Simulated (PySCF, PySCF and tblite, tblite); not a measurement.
# C3H8GeS: a path driven as ring inversion, and NMR exchange, part 1 of 2

How fast is ring inversion in C3H8GeS (`C1[CH2][GeH2][CH2]S1`), and when do the exchanging lines merge?

Programs: PySCF 2.14.0 with density-fitted response routines of our own, and tblite 0.8.0. All values are computed, except where a source is named. Atoms count from 0 throughout.

## Step 1: The starting structure

13 atoms, charge 0, multiplicity 1; geometry from: force field or distance geometry start.

Bonds of the start (Å): C0–C1 1.53, C0–H5 1.12, C0–H6 1.11, C0–S4 1.82, C1–Ge2 1.94, C1–H7 1.09, C1–H8 1.11, C3–H11 1.10, C3–H12 1.13, C3–S4 1.83, Ge2–C3 1.92, Ge2–H10 1.54, Ge2–H9 1.55.

## Step 2: GFN2-xTB relaxation, start minimum

What the job is given:

```
{"job": {"xc": "GFN2-xTB", "basis": "xTB", "kind": "relax"}, "charge": 0, "multiplicity": 1}
C     -1.067500    -0.961200     0.375600
C     -1.178200     0.503000    -0.068300
Ge     0.646100     1.147500    -0.192900
C      1.510600    -0.561400    -0.213900
S      0.233700    -1.817300    -0.565900
H     -2.053100    -1.468400     0.205800
H     -0.831300    -1.009700     1.455600
H     -1.653500     0.570200    -1.050300
H     -1.742100     1.091300     0.682800
H      0.844300     1.903900    -1.529100
H      1.041600     1.965600     1.054700
H      2.302300    -0.596400    -0.977100
H      1.942700    -0.766700     0.805200
```

The run is started by

```console
$ OMP_NUM_THREADS=1 python ens_run.py task.json out
```

One launch serves the whole session.

Standard output:

```text
step      E/eV     max force
  0    -425.60475    1.662
  1    -425.70708    0.681
  2    -425.74163    0.390
  3    -425.75934    0.356
  4    -425.78392    0.465
  5    -425.79750    0.330
  6    -425.80797    0.289
  7    -425.81465    0.279
  8    -425.81922    0.177
  9    -425.82108    0.081
 10    -425.82187    0.067
 11    -425.82236    0.058
 12    -425.82291    0.077
 13    -425.82337    0.059
 14    -425.82368    0.045
 15    -425.82385    0.028
 16    -425.82394    0.039
 17    -425.82401    0.033
 18    -425.82406    0.019
 19    -425.82409    0.014
 20    -425.82411    0.011
 21    -425.82412    0.014
 22    -425.82414    0.014
 23    -425.82415    0.010
 24    -425.82416    0.009
 25    -425.82416    0.008
 26    -425.82417    0.010
 27    -425.82418    0.013
 28    -425.82418    0.011
 29    -425.82419    0.006
 30    -425.82419    0.004
 31    -425.82420    0.005
 32    -425.82420    0.006
 33    -425.82420    0.006
 34    -425.82421    0.005
 35    -425.82421    0.005
 36    -425.82421    0.004
 37    -425.82421    0.006
 38    -425.82422    0.005
 39    -425.82422    0.004
 40    -425.82422    0.004
 41    -425.82422    0.003
 42    -425.82423    0.004
 43    -425.82423    0.005
 44    -425.82423    0.004
 45    -425.82423    0.005
 46    -425.82424    0.006
 47    -425.82424    0.007
 48    -425.82425    0.009
 49    -425.82425    0.008
 50    -425.82425    0.004
 51    -425.82425    0.003
```

Wall time 0.15 s (1 thread of AMD EPYC 9R45, shared host).

The energy fell by 0.219 eV, and the atoms moved 0.07 Å (root mean square).

## Step 3: Relaxed scan, ring torsion 1 driven

What the job is given:

```
{"job": {"xc": "GFN2-xTB", "basis": "xTB", "coordinate": [["t", [0, 1, 2, 3], 1.0]], "kind": "drive"}, "charge": 0, "multiplicity": 1}
C     -1.090069    -0.942785     0.380739
C     -1.215065     0.510151    -0.048290
Ge     0.643998     1.196992    -0.199342
C      1.538880    -0.574198    -0.187442
S      0.222758    -1.769056    -0.576845
H     -1.999704    -1.513628     0.199509
H     -0.822183    -1.024470     1.435802
H     -1.706537     0.564989    -1.020780
H     -1.825403     1.062443     0.666129
H      0.894799     1.963605    -1.465263
H      1.081318     2.049738     0.962291
H      2.306850    -0.693107    -0.947018
H      1.965971    -0.830188     0.782781
```

Standard output:

```text
point  coordinate     E/eV
  0      7.700     -425.81917
  1      0.300     -425.80487
  2     -7.000     -425.78284
  3    -14.400     -425.75484
```

It took 0.31 s on 1 thread of AMD EPYC 9R45, shared host.

The highest point is number 3, 1.5 kcal/mol above the first.

## Step 4: Relaxed scan, ring torsion 4 driven

What the job is given:

```
{"job": {"xc": "GFN2-xTB", "basis": "xTB", "coordinate": [["t", [3, 4, 0, 1], 1.0]], "kind": "drive"}, "charge": 0, "multiplicity": 1}
C     -1.091234    -0.942372     0.371495
C     -1.212977     0.512377    -0.052704
Ge     0.647212     1.196181    -0.206396
C      1.540584    -0.575432    -0.186098
S      0.224495    -1.767746    -0.583065
H     -2.000827    -1.511256     0.183809
H     -0.828521    -1.028247     1.427560
H     -1.707433     0.572201    -1.023403
H     -1.819682     1.063856     0.665500
H      0.899338     1.953962    -1.477248
H      1.085259     2.056365     0.949361
H      2.312614    -0.695449    -0.941398
H      1.961769    -0.831810     0.786640
```

Standard output:

```text
point  coordinate     E/eV
  0     41.200     -425.78936
  1     27.700     -425.72071
  2     13.900     -425.66164
  3      0.100     -425.70255
  4    -13.500     -425.69521
  5    -27.500     -425.71381
  6    -41.200     -425.79183
  7    -54.100     -425.82157
```

Run time: 0.88 s. Hardware: 1 thread of AMD EPYC 9R45, shared host.

The highest point is number 2, 2.9 kcal/mol above the first.

## Step 5: Nudged elastic band, leg 1

What the job is given:

```
{"job": {"xc": "GFN2-xTB", "basis": "xTB", "kind": "neb"}, "charge": 0, "multiplicity": 1}
C     -1.090069    -0.942785     0.380739
C     -1.215065     0.510151    -0.048290
Ge     0.643998     1.196992    -0.199342
C      1.538880    -0.574198    -0.187442
S      0.222758    -1.769056    -0.576845
H     -1.999704    -1.513628     0.199509
H     -0.822183    -1.024470     1.435802
H     -1.706537     0.564989    -1.020780
H     -1.825403     1.062443     0.666129
H      0.894799     1.963605    -1.465263
H      1.081318     2.049738     0.962291
H      2.306850    -0.693107    -0.947018
H      1.965971    -0.830188     0.782781
```

Standard output:

```text
image   E - E0 / eV
  0       0.0000
  1       0.0741
  2       0.1819
  3       0.0386
  4       0.1398
  5       0.0685
  6      -0.0000
```

Wall time 0.94 s (1 thread of AMD EPYC 9R45, shared host).

The highest point is number 2, 4.2 kcal/mol above the first.

## Step 6: Saddle search, leg 1

What the job is given:

```
{"job": {"xc": "GFN2-xTB", "basis": "xTB", "kind": "saddle"}, "charge": 0, "multiplicity": 1}
C     -1.192960    -0.975358     0.364683
C     -1.182489     0.506153     0.013404
Ge     0.673695     1.185600    -0.170397
C      1.615494    -0.547500    -0.220054
S      0.439757    -1.845198     0.281844
H     -1.840706    -1.538407    -0.306876
H     -1.532215    -1.140421     1.386655
H     -1.703276     0.667266    -0.931505
H     -1.722297     1.066779     0.776930
H      0.877222     1.972569    -1.436429
H      1.134118     2.038271     0.979119
H      1.983483    -0.796677    -1.214737
H      2.450174    -0.593077     0.477364
```

Standard output:

```text
step      E/eV     max force
  0    -425.64235   0.0220
  1    -425.63512   0.0664
  2    -425.63962   0.0269
  3    -425.63831   0.0365
  4    -425.63892   0.0590
  5    -425.64074   0.0659
  6    -425.64355   0.0642
  7    -425.64905   0.0909
  8    -425.65669   0.1125
  9    -425.67161   0.1523
 10    -425.68202   0.1513
 11    -425.70040   0.1081
 12    -425.73283   0.1926
 13    -425.70722   0.1084
 14    -425.71775   0.1128
 15    -425.72068   0.1135
 16    -425.72286   0.1011
 17    -425.72515   0.1080
 18    -425.72544   0.1155
 19    -425.72316   0.1397
 20    -425.72002   0.1110
 21    -425.71958   0.1137
 22    -425.71379   0.1777
 23    -425.70391   0.1710
 24    -425.69417   0.3020
 25    -425.70361   0.0524
 26    -425.70098   0.0354
 27    -425.69740   0.1001
 28    -425.69959   0.0157
 29    -425.69804   0.0341
 30    -425.69719   0.0383
 31    -425.69714   0.0188
 32    -425.69715   0.0033
lowest wavenumbers (cm-1): -89.9 115.5 250.6 382.5 425.6 514.0
```

Run time: 2.6 s. Hardware: 1 thread of AMD EPYC 9R45, shared host.

Point group C1; 1 imaginary mode, 90i cm⁻¹, carried by C0, S4, H5, H6. Steps downhill from it reached both ends.

## Step 7: Shieldings, start: PBE0/pcSseg-1

What the job is given:

```
{"job": {"kind": "nmr", "xc": "PBE0", "basis": "pcSseg-1", "pop": false}, "charge": 0, "multiplicity": 1}
C     -1.090069    -0.942785     0.380739
C     -1.215065     0.510151    -0.048290
Ge     0.643998     1.196992    -0.199342
C      1.538880    -0.574198    -0.187442
S      0.222758    -1.769056    -0.576845
H     -1.999704    -1.513628     0.199509
H     -0.822183    -1.024470     1.435802
H     -1.706537     0.564989    -1.020780
H     -1.825403     1.062443     0.666129
H      0.894799     1.963605    -1.465263
H      1.081318     2.049738     0.962291
H      2.306850    -0.693107    -0.947018
H      1.965971    -0.830188     0.782781
```

Standard output:

```text
coarse grid: 49048 points
cycle   1  E = -2593.4629439110  dE = -2.529e-01  |g| = 8.768e-01  |ddm| = 3.371e+00
cycle   2  E = -2593.4390553182  dE =  2.389e-02  |g| = 8.964e-01  |ddm| = 9.444e-01
cycle   3  E = -2593.5231078538  dE = -8.405e-02  |g| = 9.177e-02  |ddm| = 5.814e-01
cycle   4  E = -2593.5244318283  dE = -1.324e-03  |g| = 3.447e-02  |ddm| = 1.018e-01
cycle   5  E = -2593.5247277367  dE = -2.959e-04  |g| = 5.063e-03  |ddm| = 3.675e-02
cycle   6  E = -2593.5247334820  dE = -5.745e-06  |g| = 9.416e-04  |ddm| = 5.700e-03
final grid: 101384 points
cycle   7  E = -2593.5247389287  dE = -5.157e-09  |g| = 1.058e-03  |ddm| = 2.227e-03
cycle   8  E = -2593.5247387312  dE =  1.974e-07  |g| = 1.411e-03  |ddm| = 2.061e-03
cycle   9  E = -2593.5247391976  dE = -4.664e-07  |g| = 1.002e-04  |ddm| = 1.194e-03
cycle  10  E = -2593.5247392002  dE = -2.569e-09  |g| = 3.166e-05  |ddm| = 1.359e-04
cycle  11  E = -2593.5247392004  dE = -2.328e-10  |g| = 2.354e-06  |ddm| = 2.821e-05
converged SCF energy = -2593.5247392004

GIAO shielding tensors (ppm)
atom      isotropic    diamagn.    paramagn.     s11        s22        s33       span
  0 C      146.046     249.069    -103.023    114.484    155.638    168.015     53.531
  1 C      169.119     249.283     -80.164    147.986    165.336    194.034     46.048
  2 Ge    1436.241    2754.288   -1318.047   1247.843   1475.460   1585.419    337.576
  3 C      169.842     252.100     -82.258    148.562    166.807    194.156     45.593
  4 S      476.830    1055.239    -578.409    283.532    462.552    684.406    400.874
  5 H       28.773      29.362      -0.589     22.373     26.610     37.336     14.963
  6 H       29.340      30.496      -1.157     22.944     27.648     37.428     14.484
  7 H       30.499      29.860       0.639     24.934     27.719     38.843     13.909
  8 H       30.148      29.721       0.427     24.205     27.243     38.996     14.791
  9 H       27.544      28.713      -1.169     20.752     21.708     40.173     19.422
 10 H       27.419      28.828      -1.408     20.629     21.500     40.130     19.501
 11 H       29.584      29.778      -0.193     23.855     26.717     38.181     14.327
 12 H       29.634      30.030      -0.396     22.296     27.256     39.349     17.053
```

Run time: 8.1 s. Hardware: 1 thread of AMD EPYC 9R45, shared host; peak memory 0.82 GiB.

This run: HOMO -6.27 eV, LUMO 0.56 eV; dipole 1.61 D.

## Step 8: Shieldings, saddle of leg 1: PBE0/pcSseg-1

What the job is given:

```
{"job": {"kind": "nmr", "xc": "PBE0", "basis": "pcSseg-1", "pop": false}, "charge": 0, "multiplicity": 1}
C     -1.188127    -0.986809     0.099102
C     -1.093149     0.517855     0.311105
Ge     0.621622     1.161031    -0.443419
C      1.605425    -0.476401     0.040218
S      0.414602    -1.799940    -0.332942
H     -1.840677    -1.230248    -0.738336
H     -1.561635    -1.496284     0.987303
H     -1.968807     1.007187    -0.112690
H     -1.085479     0.741569     1.380647
H      0.595713     1.353408    -1.930983
H      1.133882     2.417169     0.209199
H      2.484253    -0.686208    -0.562997
H      1.882377    -0.522330     1.093794
```

Standard output:

```text
coarse grid: 49048 points
cycle   1  E = -2593.4578878954  dE = -2.620e-01  |g| = 8.760e-01  |ddm| = 3.373e+00
cycle   2  E = -2593.4351476648  dE =  2.274e-02  |g| = 8.936e-01  |ddm| = 9.566e-01
cycle   3  E = -2593.5179944145  dE = -8.285e-02  |g| = 9.160e-02  |ddm| = 5.831e-01
cycle   4  E = -2593.5192950843  dE = -1.301e-03  |g| = 3.377e-02  |ddm| = 1.058e-01
cycle   5  E = -2593.5195811261  dE = -2.860e-04  |g| = 5.274e-03  |ddm| = 3.784e-02
cycle   6  E = -2593.5195873286  dE = -6.202e-06  |g| = 9.637e-04  |ddm| = 6.255e-03
final grid: 101384 points
cycle   7  E = -2593.5196556998  dE = -4.557e-08  |g| = 9.701e-04  |ddm| = 3.157e-03
cycle   8  E = -2593.5196556021  dE =  9.774e-08  |g| = 1.194e-03  |ddm| = 2.571e-03
cycle   9  E = -2593.5196559362  dE = -3.341e-07  |g| = 1.261e-04  |ddm| = 1.295e-03
cycle  10  E = -2593.5196559401  dE = -3.971e-09  |g| = 2.540e-05  |ddm| = 1.876e-04
cycle  11  E = -2593.5196559403  dE = -1.482e-10  |g| = 3.675e-06  |ddm| = 2.410e-05
converged SCF energy = -2593.5196559403

GIAO shielding tensors (ppm)
atom      isotropic    diamagn.    paramagn.     s11        s22        s33       span
  0 C      152.404     247.190     -94.786    110.639    169.591    176.982     66.342
  1 C      174.793     248.920     -74.127    148.006    181.013    195.361     47.355
  2 Ge    1422.717    2754.620   -1331.902   1225.983   1484.485   1557.684    331.701
  3 C      169.802     252.261     -82.459    149.209    171.803    188.394     39.185
  4 S      505.438    1054.938    -549.500    227.708    577.046    711.561    483.853
  5 H       28.696      29.591      -0.895     22.198     27.155     36.735     14.536
  6 H       28.522      29.246      -0.724     21.255     27.312     36.997     15.742
  7 H       30.151      29.521       0.630     24.191     27.479     38.782     14.590
  8 H       30.571      30.291       0.280     24.468     27.973     39.271     14.802
  9 H       27.723      28.808      -1.085     21.520     21.729     39.921     18.401
 10 H       27.030      28.757      -1.727     20.104     21.005     39.982     19.878
 11 H       29.667      29.757      -0.090     23.906     26.543     38.551     14.645
 12 H       29.588      30.222      -0.633     22.800     26.860     39.105     16.305
```

Run time: 8 s. Hardware: 1 thread of AMD EPYC 9R45, shared host; peak memory 0.71 GiB.

Key values: HOMO -6.14 eV, LUMO 0.60 eV; dipole 1.86 D.

(Continued in part 2 of 2.)
